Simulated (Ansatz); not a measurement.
**AgAu: how the settings move a single-point run**

Aim: see which settings change the result for AgAu, by how much, and at what cost.

Method: reference: DFT, r2SCAN, PAW with Ansatz's default frozen-core files, scalar-relativistic, in Ansatz 0.2.0.

1 further run of the same task is left out (it didn't finish).

### Step 1. The starting structure

The structure is monoclinic, space group Cm (No. 8). The conventional cell has a = 5.049 Å, b = 2.915 Å, c = 5.021 Å, α = 90.00°, β = 109.58°, γ = 90.00°. Around Ag (site symmetry m) lie 3 Au at 2.55 to 2.75 Å and 6 Ag at 2.92 Å. Around Au (site symmetry m) lie 3 Ag at 2.55 to 2.75 Å and 6 Au at 2.92 Å.

As a file:

```cif
data_structure
_symmetry_space_group_name_H-M 'P 1'
_symmetry_Int_Tables_number 1
_cell_length_a 5.0211
_cell_length_b 5.0211
_cell_length_c 5.0211
_cell_angle_alpha 33.751
_cell_angle_beta 33.751
_cell_angle_gamma 33.751
_cell_volume 34.82
loop_
_atom_site_label
_atom_site_type_symbol
_atom_site_fract_x
_atom_site_fract_y
_atom_site_fract_z
_atom_site_occupancy
Ag1 Ag 0.97000 0.97000 0.03000 1
Au1 Au 0.53000 0.53000 0.47000 1
```

### Step 2. The reference run

The input, input.yaml:

```yaml
crystal:
  lattice:
    - [1.4575878671, 0.8415387474, 4.7306410783]
    - [-1.4575878671, 0.8415387474, 4.7306410783]
    - [0.0, -1.6830774949, 4.7306410783]
  atoms:
    - { symbol: Ag, position: [-0.03, -0.03, 0.03] }
    - { symbol: Au, position: [0.53, 0.53, 0.47] }
kpoints:
  mp_grid: { grid: [12, 12, 12] }
scf:
  occupations: { method: fermi_dirac, width: 0.05 }
hamiltonian:
  xc: r2scan
  pseudopotentials: { kind: paw }
output:
  forces: true
  stress: true
  eigenvalues: true
  efg: { contact_densities: true }
  populations: true
  write_density: true
  write_potential: true
  elf: true
  volumetric_format: npy
```

The run is started by

```
ansatz run input.yaml --threads 1 --pin off --max-ram 2048MiB --backend cpu --events-out ev --progress --plain --runs-dir out
```

### Step 3. Changing settings: scf.algorithm density_mixing, preconditioner kerker

Changes to input.yaml since step 2:

```diff
@@ -12,2 +12,4 @@
   occupations: { method: fermi_dirac, width: 0.05 }
+  algorithm: density_mixing
+  mixing: { preconditioner: kerker }
 hamiltonian:
@@ -21,5 +23 @@
   populations: true
-  write_density: true
-  write_potential: true
-  elf: true
-  volumetric_format: npy
```

Before running it: what results should come out? Wanted: for each run, ending; energy change; pressure; gap; force.

The runs gave:

| run | ending | energy change | pressure (GPa) | gap (eV) | force (eV/Å) | cycles | time |
| --- | --- | --- | --- | --- | --- | --- | --- |
| reference | converged | 0 | 7.2 | 0.00 | 2.39 | 8 | 80 s |
| 1: scf.algorithm density_mixing, preconditioner kerker | converged | 0.0 meV/atom | 7.2 | 0.00 | 2.39 | 8 | 68 s |

Times don't compare one to one where runs were asked for different outputs or read a saved state (see the inputs); cycles may leave out searches for a lower state.

Residual by cycle in the longest SCF loop of each run; runs are numbered as in the table. The quantity is the density residual dr2, in eV.

```
cycle  reference    run 1
    1     0.0787   0.0787
    2     0.0142   0.0142
    3    0.00183  0.00183
    4     1.8e-4   1.8e-4
    5     4.0e-5   4.0e-5
    6     6.6e-6   6.7e-6
    7     2.7e-7   2.7e-7
    8     2.7e-8   2.7e-8
```

**Reading.** Energy and cycle count are those of the reference, so the change (solver and mixing) left the result and the number of cycles as they were.
